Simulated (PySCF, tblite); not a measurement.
**C6H14BN: geometry, infrared bands and NMR shifts**

Wanted: the infrared bands and NMR shifts of C6H14BN (`CC1=CC[N+](C)(C)[BH2-]1`), by calculation.

Computed with tblite 0.8.0 and PySCF 2.14.0, with density-fitted response routines of our own, on a single molecule in the gas phase. Atoms are numbered from 0 throughout.

### Step 1. The starting structure

22 atoms, charge 0, multiplicity 1; geometry from: force field or distance geometry start.

Bonds of the start (Å): C0–C1 1.51, C1–C2 1.31, C2–C3 1.50, C3–N4 1.45, N4–C5 1.44, N4–C6 1.46, N4–B7 1.53, B7–C1 1.56, C0–H8 1.12, C0–H9 1.12, C0–H10 1.09, C2–H11 1.08, C3–H12 1.09, C3–H13 1.09, C5–H14 1.12, C5–H15 1.11, C5–H16 1.11, C6–H17 1.11, C6–H18 1.11, C6–H19 1.08, B7–H20 1.19, B7–H21 1.18.

### Step 2. Geometry optimisation with GFN2-xTB

What the job is given:

```
{"job": {"kind": "relax", "xc": "GFN2-xTB", "basis": "xTB"}, "charge": 0, "multiplicity": 1}
C      2.793200    -0.218500     0.767000
C      1.436000     0.105700     0.183200
C      0.956000     1.315800     0.026700
C     -0.417500     1.280900    -0.582500
N     -0.916300    -0.029300    -0.216200
C     -1.536700    -0.076000     1.082800
C     -1.831100    -0.560200    -1.228600
B      0.347400    -0.888500    -0.320800
H      2.870900    -1.333400     0.883500
H      3.588200     0.046800     0.028400
H      2.955600     0.238000     1.739600
H      1.481800     2.222300     0.294700
H     -0.369300     1.300200    -1.672000
H     -1.061100     2.080500    -0.209100
H     -1.461100    -1.098300     1.522500
H     -1.140100     0.669900     1.809700
H     -2.611100     0.146400     0.940800
H     -1.215600    -0.651200    -2.151200
H     -2.053500    -1.596900    -0.890900
H     -2.710200     0.058500    -1.346900
H      0.244500    -1.845600     0.375400
H      0.639300    -1.147800    -1.437800
```

Launch:

```bash
$ OMP_NUM_THREADS=1 python probes_run.py task.json out
```

One launch serves the whole session: the jobs run in the order shown.

**Question.** This job is followed by: GFN2-xTB harmonic vibrations, gas phase; GIAO PBE0/pcSseg-1 NMR shielding, non-relativistic, gas phase. Predict these results of the whole session: strongest single infrared mode (GFN2-xTB); zero-point energy (GFN2-xTB); ¹³C shifts against TMS (PBE0/pcSseg-1, means over atoms taken as alike); ¹H shifts against TMS (PBE0/pcSseg-1, means over atoms taken as alike); ¹⁵N shifts against NH3 (PBE0/pcSseg-1); ¹¹B shifts against BF3·OEt2 (PBE0/pcSseg-1); surface potential, 1st and 99th percentile.

**Answer**, as computed:

| quantity | value |
| --- | --- |
| strongest single infrared mode (GFN2-xTB) | 2430 cm⁻¹, 230 km/mol |
| zero-point energy (GFN2-xTB) | 120.6 kcal/mol |
| ¹³C shifts against TMS (PBE0/pcSseg-1, means over atoms taken as alike) | 174.1, 119.4, 71.2, 51.1, 22.5 ppm |
| ¹H shifts against TMS (PBE0/pcSseg-1, means over atoms taken as alike) | 5.24, 3.44, 2.64, 2.64, 1.99 ppm |
| ¹⁵N shifts against NH3 (PBE0/pcSseg-1) | 67.4 ppm |
| ¹¹B shifts against BF3·OEt2 (PBE0/pcSseg-1) | -6.2 ppm |
| surface potential, 1st and 99th percentile | -1.32 V and 1.16 V |

What this shows: Over 109 steps the energy fell by 0.678 eV; of the close pairs, N4–B7 changed most, 1.532 to 1.662 Å. All 60 modes are real, so the xTB geometry is a minimum. The strongest single mode, at 2430 cm⁻¹, moves mainly H21. GFN2-xTB is a fitted tight-binding method: band positions and strengths are rough. Its intensities can rank the bands wrongly. The most deshielded hydrogen is H11 (hydrogen on an alkene CH), at 5.24 ppm: a vinylic proton, deshielded by the sp2 carbon and the C=C anisotropy. At PBE0/pcSseg-1: Shielding is most anisotropic at C1 (span 266 ppm, paramagnetic term -251 ppm).
